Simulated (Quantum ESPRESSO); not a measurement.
The system is BiS.

```
Bi S
1.0
     4.00294    0.00000    0.00000
     0.00000    4.00294    0.00000
     0.00000    0.00000    4.00294
Bi S
1 1
Direct
  0.50000 0.50000 0.50000
  0.00000 0.00000 0.00000
```

The cell was built by a generator and needn't be a form met in nature.

| Item | Value |
| --- | --- |
| Program | Quantum ESPRESSO 7.5 |
| Task | phonons |
| Functional | PBE |
| Dispersion | D3(BJ) |
| Potentials or basis | GBRV 1.5 PBE |
| Cutoff | 612 eV |
| Density cutoff | 4898 eV |
| k mesh | 7 × 7 × 7 |
| Occupations | cold, width 0.2 eV |
| Spin | no spin polarisation |
| Mixing beta | 0.5 |
| Most SCF iterations | 120 |
| SCF threshold | 4e-10 Ry |

The cell and the atoms were relaxed first, to 22.21 Å³/atom (a = 3.542 Å, b = 3.542 Å, c = 3.542 Å, α = 90.00°, β = 90.00°, γ = 90.00°), and the response was taken there.

What is the highest optical frequency at the zone centre?

26 cm⁻¹, a mode of symmetry T1u (IR).

Optical modes at Γ, degenerate ones joined:
```csv
cm⁻¹,components,symmetry,active in
26,3,T1u,IR
```

Caveat: the mesh is thin for the phonons of a metal; the volume moved by over 15 % at a fixed basis, so the end points are rough; pairwise dispersion overbinds metals, which lowers pressure and volume.
